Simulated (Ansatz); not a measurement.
**TaAl₃: a line through a two-coordinate scan**

The task here is to estimate one member of a computed series from the others.

Program: Ansatz 0.2.0. Level of theory: DFT PBEsol, scalar-relativistic, plane waves, PAW. These are calculated values, not measurements.

16 further runs of the same task are left out: 16 set aside as unsound or not needed.

## The starting structure

It takes space group I4/mmm (No. 139, tetragonal). Conventional cell: a = 3.829 Å, b = 3.829 Å, c = 8.503 Å, α = 90.00°, β = 90.00°, γ = 90.00°. Ta (site symmetry 4/mmm) is surrounded by 12 Al at 2.71 to 2.86 Å. Al (site symmetry 4/mmm) is surrounded by 4 Ta at 2.71 Å and 8 Al at 2.86 Å. Al (site symmetry -4m2) has 8 Al at 2.71 to 2.86 Å and 4 Ta at 2.86 Å as nearest neighbours.

As a file:

```
CELL_PARAMETERS angstrom
-1.91456 1.91456 4.25149
1.91456 -1.91456 4.25149
1.91456 1.91456 -4.25149
ATOMIC_POSITIONS crystal
Ta 0.50000 0.50000 0.00000
Al 0.00000 0.00000 0.00000
Al 0.75000 0.25000 0.50000
Al 0.25000 0.75000 0.50000
```

This cell was relaxed beforehand with the same method: volume 15.58 Å³/atom, gap on the mesh none (metal).

## Plan of the line

The energy is mapped over volume and the cell's shape.

First coordinate, volume per atom: 7 values from 13.09 to 18.08 Å³. Second coordinate, c/a of the conventional cell: 7 values from 1.968 to 2.505.

Nothing else is relaxed (symmetry fixes all fractional coordinates). Energies count from the relaxed crystal. Points are written as (first, second).

The first run:

File input.yaml:

```yaml
crystal:
  lattice:
    - [-1.782435336, 1.782435336, 4.1204557663]
    - [1.782435336, -1.782435336, 4.1204557663]
    - [1.782435336, 1.782435336, -4.1204557663]
  atoms:
    - { symbol: Ta, position: [0.5, 0.5, 0.0] }
    - { symbol: Al, position: [0.0, 0.0, 0.0] }
    - { symbol: Al, position: [0.75, 0.25, 0.5] }
    - { symbol: Al, position: [0.25, 0.75, 0.5] }
basis:
  ecutwfc: 420
kpoints:
  mp_grid: { grid: [16, 16, 16] }
hamiltonian:
  xc: pbesol
scf:
  occupations: { method: gaussian, width: 0.15 }
output:
  forces: true
  stress: true
  eigenvalues: true
  write_density: true
  write_potential: true
  elf: true
  volumetric_format: npy
```

Started as:

```bash
ansatz run input.yaml --threads 2 --pin off --max-ram 4096MiB --backend cpu --events-out ev --progress --plain --runs-dir out
```

Among the steps run: Point (13.09 Å³, 2.312); The run at (14.75 Å³, 2.312); The run at (15.58 Å³, 2.312); Grid point (16.41 Å³, 2.312); The run at (18.08 Å³, 2.312).

One table of the session follows, with a row left open; its other results are not shown here.

It belongs to the step «The line in numbers». 

```
volume per atom (Å³)  energy (meV/atom)  slope (meV/atom per Å³)  pressure (GPa)
               13.09                248                     −216            34.6
               13.92                109                     −125            20.0
               14.75                  ?                        ?               ?
               15.58                 13                       −2             0.3
               16.41                 29                       39            −6.2
               17.25                 74                       69           −11.1
               18.08                142                       93           −14.9
```

**Question.** Estimate the row for volume per atom (Å³) = 14.75.

Worked estimate for «energy (meV/atom)». A straight line through the neighbours (13.92, 109) and (15.58, 13) gives 109 + (13 − 109) × (14.75 − 13.92) / (15.58 − 13.92) = 61; a parabola fitted to 4 rows on both sides gives 35.

The run gave: energy (meV/atom): 35; slope (meV/atom per Å³): −55; pressure (GPa): 8.8. In «energy (meV/atom)» the line misses by +26 and the parabola by +0.

Energies count from the relaxed crystal. Rows without a step come from runs not printed here or follow by symmetry.

What this shows: The lowest point of the line is at 15.58 Å³, 13 meV/atom from the zero. V·d²E/dV² there is about 140 GPa, a bulk modulus under this line's constraint. The well is lopsided: two grid steps out, the energy rises by 96 meV/atom towards smaller values and 62 meV/atom towards larger ones. The highest point computed, at 13.09 Å³, lies 236 meV/atom above the lowest.
